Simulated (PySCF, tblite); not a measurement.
# C₆H₂O₄: vibronic structure

Wanted: vibronic structure for C₆H₂O₄ (`C#CC1=C(O)C(=O)OC1=O`).

Computed with tblite 0.8.0 and PySCF 2.14.0 and routines of our own; the level stands in each step. Atoms count from 0.

## 1. The starting structure

12 atoms, charge 0, multiplicity 1; geometry from: force field or distance geometry start.

## 2. Geometry optimisation with GFN2-xTB

The job: settings as JSON, then the geometry in Å.

```
{"job": {"kind": "relax", "xc": "GFN2-xTB", "basis": "xTB"}, "charge": 0, "multiplicity": 1}
C      2.822600     0.234500     0.302800
C      1.603900     0.301100     0.200500
C      0.187000     0.379100     0.089600
C     -0.590700    -0.703900     0.014200
O     -0.169400    -2.037900     0.070100
C     -1.990100    -0.243000    -0.101900
O     -2.972000    -1.034600    -0.186300
O     -2.001100     1.153900    -0.100600
C     -0.674100     1.550700     0.010100
O     -0.277100     2.750300     0.045400
H      3.884900     0.166700     0.390400
H      0.177500    -2.517600    -0.760300
```

Run with:

```
$ OMP_NUM_THREADS=1 python excited_run.py task.json out
```

One launch serves the whole session: the jobs run in the order shown.

The program printed:

```text
step      E/eV     max force
  0    -816.52591    4.978
  1    -816.65751    7.415
  2    -817.13728    2.101
  3    -817.18325    2.668
  4    -817.28542    0.877
  5    -817.32509    0.606
  6    -817.33890    0.360
  7    -817.34485    0.372
  8    -817.35382    0.359
  9    -817.36187    0.312
 10    -817.36895    0.328
 11    -817.38080    0.412
 12    -817.39809    0.687
 13    -817.42227    0.759
 14    -817.45539    0.593
 15    -817.47676    1.042
 16    -817.50119    1.286
 17    -817.53942    0.889
 18    -817.57659    0.433
 19    -817.59621    0.931
 20    -817.62245    0.424
 21    -817.64410    0.357
 22    -817.66000    0.252
 23    -817.66812    0.185
 24    -817.67066    0.234
 25    -817.67243    0.161
 26    -817.67316    0.133
 27    -817.67407    0.077
 28    -817.67462    0.064
 29    -817.67555    0.088
 30    -817.67652    0.109
 31    -817.67741    0.118
 32    -817.67804    0.116
 33    -817.67871    0.108
 34    -817.67957    0.086
 35    -817.68052    0.077
 36    -817.68125    0.077
 37    -817.68162    0.058
 38    -817.68180    0.040
 39    -817.68204    0.040
 40    -817.68240    0.048
 41    -817.68277    0.047
 42    -817.68307    0.043
 43    -817.68330    0.039
 44    -817.68357    0.044
 45    -817.68395    0.045
 46    -817.68440    0.047
 47    -817.68479    0.043
 48    -817.68508    0.042
 49    -817.68533    0.041
 50    -817.68555    0.041
 51    -817.68572    0.037
 52    -817.68582    0.024
 53    -817.68587    0.018
 54    -817.68590    0.016
 55    -817.68593    0.013
 56    -817.68595    0.018
 57    -817.68598    0.019
 58    -817.68601    0.013
 59    -817.68603    0.008
```

Run time: 0.34 s. Hardware: 1 thread of Intel Xeon Platinum 8488C, shared host.

The steps of the relaxation: (not every step is listed)

```tsv
step	energy from step 0 (eV)	largest force (eV/Å)
0	0.0000	4.9778
1	-0.1316	7.4146
2	-0.6114	2.1007
3	-0.6573	2.6682
4	-0.7595	0.8766
5	-0.7992	0.6057
6	-0.8130	0.3597
7	-0.8189	0.3719
8	-0.8279	0.3594
12	-0.8722	0.6871
16	-0.9753	1.2863
20	-1.0965	0.4242
24	-1.1448	0.2339
28	-1.1487	0.0640
32	-1.1521	0.1160
36	-1.1553	0.0773
40	-1.1565	0.0478
44	-1.1577	0.0441
48	-1.1592	0.0423
52	-1.1599	0.0244
54	-1.1600	0.0158
55	-1.1600	0.0125
56	-1.1600	0.0180
57	-1.1601	0.0189
58	-1.1601	0.0134
59	-1.1601	0.0078
```

Close pairs (by a distance rule), those that changed most:

```tsv
bond	before (Å)	after (Å)	change (Å)
C5–O6	1.264	1.188	-0.076
C8–O9	1.264	1.188	-0.076
C3–O4	1.400	1.325	-0.075
O4–H11	1.020	0.969	-0.051
C5–O7	1.397	1.365	-0.032
C3–C5	1.478	1.502	+0.024
C2–C8	1.456	1.480	+0.024
C0–C1	1.225	1.202	-0.023
```

The final coordinates are the input of the step that follows.

## 3. Harmonic vibrations with GFN2-xTB

The job: settings as JSON, then the geometry in Å.

```
{"job": {"kind": "ir", "xc": "GFN2-xTB", "basis": "xTB"}, "charge": 0, "multiplicity": 1}
C      2.803468     0.234030     0.207882
C      1.604791     0.267337     0.127295
C      0.205790     0.265989     0.033458
C     -0.636297    -0.786129    -0.111479
O     -0.410886    -2.088201    -0.207092
C     -2.037820    -0.248294    -0.160197
O     -3.064582    -0.833618    -0.277998
O     -1.942349     1.108215    -0.039764
C     -0.616174     1.495962     0.083236
O     -0.291211     2.632153     0.202928
H      3.850071     0.238342     0.277701
H      0.536398    -2.286472    -0.161997
```

The program printed:

```text
mode    cm-1     km/mol
  1      85.6      0.50
  2     102.0      0.19
  3     142.0      4.52
  4     191.6      1.30
  5     270.6      1.65
  6     357.5      0.25
  7     361.9      9.60
  8     389.4      6.45
  9     451.4     25.95
 10     487.7      0.13
 11     532.0    167.81
 12     615.9      1.01
 13     638.3     29.58
 14     641.8     43.95
 15     671.7     22.29
 16     700.6      1.32
 17     716.8     37.61
 18     720.8      8.61
 19     892.5     50.67
 20     933.7     97.59
 21    1101.1    210.95
 22    1184.3    208.67
 23    1220.3    309.91
 24    1326.3    135.23
 25    1653.5    309.16
 26    1812.7    920.61
 27    1841.7    169.01
 28    2244.2      8.34
 29    3399.0     23.28
 30    3448.9     35.23
```

Run time: 0.35 s. Hardware: 1 thread of Intel Xeon Platinum 8488C, shared host.

Which atoms move in the most intense modes:

```tsv
cm⁻¹	km/mol	atoms
532	167.8	H11 56 %, C3 14 %, O4 13 %
1101	210.9	O7 27 %, C5 25 %, C2 24 %
1184	208.7	H11 28 %, C2 23 %, O4 15 %, C8 15 %
1220	309.9	C2 34 %, H11 27 %, C3 12 %
1326	135.2	C3 50 %, C2 22 %, O4 12 %, H11 11 %
1654	309.2	C3 52 %, C2 39 %
1813	920.6	C5 31 %, C8 30 %, O6 20 %, O9 19 %
1842	169.0	C8 32 %, C5 30 %, O9 18 %, O6 17 %
```

## 4. Vibronic structure: TDDFT CAM-B3LYP/6-31G*

Settings changed since step 3:

```diff
@@ -1,2 +1,2 @@
-{"job": {"kind": "ir", "xc": "GFN2-xTB", "basis": "xTB"}, "charge": 0, "multiplicity": 1}
+{"job": {"kind": "vib", "xc": "CAM-B3LYP", "basis": "6-31G*", "tda": false}, "charge": 0, "multiplicity": 1}
 C      2.803468     0.234030     0.207882
```

Level: TDDFT CAM-B3LYP/6-31G* vertical-gradient vibronic structure (displaced harmonic oscillators, Condon), gas phase.

The program printed:

```text
final grid: 56744 points
cycle   1  E = -530.0151237458  dE =  2.719e+00  |g| = 1.418e+00  |ddm| = 4.646e+00
cycle   2  E = -529.2189665707  dE =  7.962e-01  |g| = 2.555e+00  |ddm| = 4.350e+00
cycle   3  E = -530.4127641321  dE = -1.194e+00  |g| = 2.434e-01  |ddm| = 3.050e+00
cycle   4  E = -530.4208435783  dE = -8.079e-03  |g| = 1.434e-01  |ddm| = 2.782e-01
cycle   5  E = -530.4247024115  dE = -3.859e-03  |g| = 2.000e-02  |ddm| = 1.164e-01
cycle   6  E = -530.4247930557  dE = -9.064e-05  |g| = 7.495e-03  |ddm| = 3.776e-02
cycle   7  E = -530.4248050564  dE = -1.200e-05  |g| = 4.181e-03  |ddm| = 9.964e-03
cycle   8  E = -530.4248092292  dE = -4.173e-06  |g| = 9.478e-04  |ddm| = 5.376e-03
cycle   9  E = -530.4248095348  dE = -3.056e-07  |g| = 2.696e-04  |ddm| = 2.184e-03
cycle  10  E = -530.4248095582  dE = -2.338e-08  |g| = 6.917e-05  |ddm| = 4.542e-04
cycle  11  E = -530.4248095596  dE = -1.419e-09  |g| = 5.458e-05  |ddm| = 1.542e-04
cycle  12  E = -530.4248095602  dE = -6.378e-10  |g| = 1.272e-05  |ddm| = 5.834e-05
converged SCF energy = -530.4248095602

Singlet excitations (eV, f): 4.320 (0.0005)  4.433 (0.1770)  4.683 (0.0000)  5.475 (0.0000)  6.053 (0.0000)  6.355 (0.1301)

State S1  4.3199 eV  f = 0.00046  H-1->L 0.52, H-2->L 0.39
  relaxed dipole 3.129 D, largest gradient of the excitation energy 0.1277 Eh/bohr
  mode    cm-1        S   lambda/meV  Raman
   27   1841.7    0.8553     195.3   1.000
   22   1184.3    0.5207      76.4   0.252
   23   1220.3    0.2790      42.2   0.143
   25   1653.5    0.1221      25.0   0.115
   24   1326.3    0.1201      19.8   0.073
   26   1812.7    0.0857      19.3   0.097
   20    933.7    0.1306      15.1   0.039
   15    671.7    0.1687      14.0   0.026
   10    487.7    0.2252      13.6   0.018
    7    361.9    0.2378      10.7   0.011
    8    389.4    0.1478       7.1   0.008
   21   1101.1    0.0434       5.9   0.018
  reorganisation energy 0.4513 eV, total S 3.091, 0-0 3.8686 eV
  absorption maximum 4.245 eV, width 0.708 eV

State S2  4.4330 eV  f = 0.17700  H->L 0.93
  relaxed dipole 8.942 D, largest gradient of the excitation energy 0.0848 Eh/bohr
  mode    cm-1        S   lambda/meV  Raman
   25   1653.5    0.7812     160.2   1.000
   12    615.9    1.3730     104.8   0.244
   19    892.5    0.3748      41.5   0.140
   28   2244.2    0.1405      39.1   0.331
   24   1326.3    0.2305      37.9   0.190
    5    270.6    0.7128      23.9   0.024
   22   1184.3    0.1021      15.0   0.067
   23   1220.3    0.0968      14.6   0.067
   27   1841.7    0.0460      10.5   0.073
   15    671.7    0.1200      10.0   0.025
   10    487.7    0.1328       8.0   0.015
    2    102.0    0.4470       5.7   0.002
  reorganisation energy 0.4872 eV, total S 4.739, 0-0 3.9458 eV
  absorption maximum 4.366 eV, width 0.646 eV

State S6  6.3555 eV  f = 0.13013  H-5->L 0.40, H-4->L 0.26, H->L+2 0.17
  relaxed dipole 4.558 D, largest gradient of the excitation energy 0.0768 Eh/bohr
  mode    cm-1        S   lambda/meV  Raman
   22   1184.3    0.6247      91.7   0.822
   23   1220.3    0.4072      61.6   0.569
   12    615.9    0.7900      60.3   0.281
   28   2244.2    0.2117      58.9   1.000
   27   1841.7    0.1178      26.9   0.375
   21   1101.1    0.1652      22.5   0.188
   24   1326.3    0.1270      20.9   0.210
   25   1653.5    0.1014      20.8   0.260
   20    933.7    0.1538      17.8   0.126
    7    361.9    0.2509      11.3   0.031
    5    270.6    0.1864       6.3   0.013
   29   3399.0    0.0082       3.5   0.089
  reorganisation energy 0.4128 eV, total S 3.390, 0-0 5.9427 eV
  absorption maximum 6.241 eV, width 0.540 eV

State T1  2.7411 eV  f = 0.00000  H->L 0.92
  relaxed dipole 7.594 D, largest gradient of the excitation energy 0.1132 Eh/bohr
  mode    cm-1        S   lambda/meV  Raman
   25   1653.5    1.4119     289.4   1.000
   24   1326.3    0.6214     102.2   0.283
   19    892.5    0.4866      53.8   0.100
   12    615.9    0.6801      51.9   0.067
   28   2244.2    0.1731      48.2   0.226
   22   1184.3    0.2461      36.1   0.089
    5    270.6    0.6115      20.5   0.012
   23   1220.3    0.0878      13.3   0.034
   10    487.7    0.1766      10.7   0.011
   20    933.7    0.0632       7.3   0.014
   15    671.7    0.0419       3.5   0.005
   21   1101.1    0.0178       2.4   0.006
  reorganisation energy 0.6474 eV, total S 4.747, 0-0 2.0938 eV
  absorption maximum 2.694 eV, width 0.810 eV
```

Wall time 47 s (1 thread of Intel Xeon Platinum 8488C, shared host); peak memory 0.89 GiB.

The fields below are evaluated on a grid from the run's orbitals.

Frontier orbitals at CAM-B3LYP/6-31G*, with the share of their density that lies nearest to each atom:

```tsv
orbital	energy (eV)	lies on
HOMO	-8.75	C0 25 %; C2 20 %; C1, C3 about 15 % each
LUMO	-1.70	C3 22 %; C2, C5 about 14 % each; O6 14 %
```

ELF in a plane through or near 12 of the atoms.

Ten even steps from '0' (0.00) to '9' (1.00):
```
0000000000000000000000000000
0000000000000000000000000000
0000000000000000000000000000
0000000000000000000000000000
0000000000016435630000000000
0000000000049978860000000000
0000000010008862720465100000
0000022455400167311798410000
0001686677741436663838620000
0006999418366694853869730000
0006999326554932252447510000
0000576678665896567300000000
0000013566511633846720000000
0000000121002663468740000000
0000000000048637103300000000
0000000000048888500000000000
0000000000014677400000000000
0000000000001232000000000000
0000000000000000000000000000
0000000000000000000000000000
```
The map spans 12.9 Å across and 10.5 Å up, centred on the molecule. Atoms in the plane (x, y in Å): C0 (-2.8, 0.0), C1 (-1.6, -0.2), C2 (-0.2, -0.3), C3 (0.7, 0.7), O4 (0.6, 2.1), C5 (2.1, 0.1), O6 (3.1, 0.6), O7 (1.9, -1.2), C8 (0.5, -1.5), O9 (0.1, -2.7), H10 (-3.9, 0.0), H11 (-0.4, 2.3).

On the surface of density 0.002 e/bohr³ the electrostatic potential runs, from the 1st to the 99th percentile, from -1.35 V near O9 to 3.30 V near H11.

## 5. Vibronic structure: TDA CAM-B3LYP/6-31G*

Settings changed since step 4:

```diff
@@ -1,2 +1,2 @@
-{"job": {"kind": "vib", "xc": "CAM-B3LYP", "basis": "6-31G*", "tda": false}, "charge": 0, "multiplicity": 1}
+{"job": {"kind": "vib", "xc": "CAM-B3LYP", "basis": "6-31G*", "tda": true, "temperature": 77, "fwhm_ev": 0.01, "nbright": 3}, "charge": 0, "multiplicity": 1}
 C      2.803468     0.234030     0.207882
```

Level: TDA CAM-B3LYP/6-31G* vertical-gradient vibronic structure (displaced harmonic oscillators, Condon), gas phase.

The program printed:

```text
final grid: 56744 points
cycle   1  E = -530.0151237458  dE =  2.719e+00  |g| = 1.418e+00  |ddm| = 4.646e+00
cycle   2  E = -529.2189665707  dE =  7.962e-01  |g| = 2.555e+00  |ddm| = 4.350e+00
cycle   3  E = -530.4127641321  dE = -1.194e+00  |g| = 2.434e-01  |ddm| = 3.050e+00
cycle   4  E = -530.4208435783  dE = -8.079e-03  |g| = 1.434e-01  |ddm| = 2.782e-01
cycle   5  E = -530.4247024115  dE = -3.859e-03  |g| = 2.000e-02  |ddm| = 1.164e-01
cycle   6  E = -530.4247930557  dE = -9.064e-05  |g| = 7.495e-03  |ddm| = 3.776e-02
cycle   7  E = -530.4248050564  dE = -1.200e-05  |g| = 4.181e-03  |ddm| = 9.964e-03
cycle   8  E = -530.4248092292  dE = -4.173e-06  |g| = 9.478e-04  |ddm| = 5.376e-03
cycle   9  E = -530.4248095348  dE = -3.056e-07  |g| = 2.696e-04  |ddm| = 2.184e-03
cycle  10  E = -530.4248095582  dE = -2.338e-08  |g| = 6.917e-05  |ddm| = 4.542e-04
cycle  11  E = -530.4248095596  dE = -1.419e-09  |g| = 5.458e-05  |ddm| = 1.542e-04
cycle  12  E = -530.4248095602  dE = -6.378e-10  |g| = 1.272e-05  |ddm| = 5.834e-05
converged SCF energy = -530.4248095602

Singlet excitations (eV, f): 4.349 (0.0009)  4.678 (0.2265)  4.705 (0.0000)  5.493 (0.0000)  6.075 (0.0000)  6.425 (0.0964)

State S1  4.3487 eV  f = 0.00085  H-1->L 0.52, H-2->L 0.39
  relaxed dipole 3.127 D, largest gradient of the excitation energy 0.1278 Eh/bohr
  mode    cm-1        S   lambda/meV  Raman
   27   1841.7    0.8582     196.0   1.000
   22   1184.3    0.5258      77.2   0.253
   23   1220.3    0.2822      42.7   0.144
   25   1653.5    0.1226      25.1   0.115
   24   1326.3    0.1220      20.1   0.074
   26   1812.7    0.0839      18.9   0.095
   20    933.7    0.1316      15.2   0.039
   15    671.7    0.1724      14.4   0.027
   10    487.7    0.2254      13.6   0.018
    7    361.9    0.2461      11.0   0.011
    8    389.4    0.1560       7.5   0.008
   21   1101.1    0.0456       6.2   0.019
  reorganisation energy 0.4548 eV, total S 3.128, 0-0 3.8939 eV
  absorption maximum 4.122 eV, width 0.464 eV

State S2  4.6783 eV  f = 0.22652  H->L 0.88
  relaxed dipole 9.036 D, largest gradient of the excitation energy 0.0732 Eh/bohr
  mode    cm-1        S   lambda/meV  Raman
   25   1653.5    0.5822     119.4   1.000
   12    615.9    1.4303     109.2   0.341
   28   2244.2    0.1344      37.4   0.425
   19    892.5    0.3325      36.8   0.166
   24   1326.3    0.1486      24.4   0.164
    5    270.6    0.6448      21.6   0.030
   23   1220.3    0.0901      13.6   0.084
   27   1841.7    0.0585      13.4   0.125
   22   1184.3    0.0725      10.6   0.064
   15    671.7    0.1139       9.5   0.032
   10    487.7    0.1233       7.5   0.018
    2    102.0    0.3860       4.9   0.003
  reorganisation energy 0.4242 eV, total S 4.317, 0-0 4.2542 eV
  absorption maximum 4.534 eV, width 0.636 eV

State S6  6.4253 eV  f = 0.09637  H-5->L 0.42, H->L+2 0.24, H-2->L+1 0.10
  relaxed dipole 5.897 D, largest gradient of the excitation energy 0.1089 Eh/bohr
  mode    cm-1        S   lambda/meV  Raman
   28   2244.2    0.4405     122.6   1.000
   12    615.9    0.5686      43.4   0.097
   22   1184.3    0.2037      29.9   0.129
   23   1220.3    0.1974      29.9   0.132
   25   1653.5    0.0837      17.2   0.103
   20    933.7    0.1387      16.1   0.055
   24   1326.3    0.0633      10.4   0.050
   27   1841.7    0.0384       8.8   0.059
   29   3399.0    0.0165       7.0   0.086
    7    361.9    0.1134       5.1   0.007
   21   1101.1    0.0208       2.8   0.011
    5    270.6    0.0836       2.8   0.003
  reorganisation energy 0.3010 eV, total S 2.026, 0-0 6.1244 eV
  absorption maximum 6.124 eV, width 0.284 eV

State T1  2.7411 eV  f = 0.00000  H->L 0.92
  relaxed dipole 7.594 D, largest gradient of the excitation energy 0.1132 Eh/bohr
  mode    cm-1        S   lambda/meV  Raman
   25   1653.5    1.4119     289.4   1.000
   24   1326.3    0.6214     102.2   0.283
   19    892.5    0.4866      53.8   0.100
   12    615.9    0.6801      51.9   0.067
   28   2244.2    0.1731      48.2   0.226
   22   1184.3    0.2461      36.1   0.089
    5    270.6    0.6115      20.5   0.012
   23   1220.3    0.0878      13.3   0.034
   10    487.7    0.1766      10.7   0.011
   20    933.7    0.0632       7.3   0.014
   15    671.7    0.0419       3.5   0.005
   21   1101.1    0.0178       2.4   0.006
  reorganisation energy 0.6474 eV, total S 4.747, 0-0 2.0938 eV
  absorption maximum 2.614 eV, width 0.762 eV
```

It took 33 s on 1 thread of Intel Xeon Platinum 8488C, shared host; peak memory 1.1 GiB.

## 6. Summary of results

| quantity | value |
| --- | --- |
| strongest single infrared mode (GFN2-xTB) | 1813 cm⁻¹, 921 km/mol |
| zero-point energy (GFN2-xTB) | 41.7 kcal/mol |
| S1: vertical, reorganisation, 0-0, total S (step 4, TDDFT CAM-B3LYP/6-31G*, modes from GFN2-xTB) | 4.32, 0.45, 3.87 eV; 3.1 |
| S2: vertical, reorganisation, 0-0, total S (step 4, TDDFT CAM-B3LYP/6-31G*, modes from GFN2-xTB) | 4.43, 0.49, 3.95 eV; 4.7 |
| S6: vertical, reorganisation, 0-0, total S (step 4, TDDFT CAM-B3LYP/6-31G*, modes from GFN2-xTB) | 6.36, 0.41, 5.94 eV; 3.4 |
| surface potential, 1st and 99th percentile | -1.35 V and 3.30 V |
| S1: vertical, reorganisation, 0-0, total S (step 5, TDA CAM-B3LYP/6-31G*, modes from GFN2-xTB) | 4.35, 0.45, 3.89 eV; 3.1 |
| S2: vertical, reorganisation, 0-0, total S (step 5, TDA CAM-B3LYP/6-31G*, modes from GFN2-xTB) | 4.68, 0.42, 4.25 eV; 4.3 |
| S6: vertical, reorganisation, 0-0, total S (step 5, TDA CAM-B3LYP/6-31G*, modes from GFN2-xTB) | 6.43, 0.30, 6.12 eV; 2.0 |

In words: All 30 modes are real, so the xTB geometry is a minimum. The strongest single mode, at 1813 cm⁻¹, is carried by C5, C8, O6, O9. Unscaled tight-binding wavenumbers are off by several per cent, some by more. Its intensities can rank the bands wrongly. The vibronic model keeps the ground-state modes (from xTB) and shifts them along the gradient alone, so it can miss much of the relaxation that a full optimisation finds. At CAM-B3LYP/6-31G*, counted by nearest atom on the grid, the HOMO lies on C0 25 %; C2 20 %, the LUMO on C3 22 %; C2, C5 about 14 % each. Some states lie very close; unless symmetry makes them partners, their order is unsure.
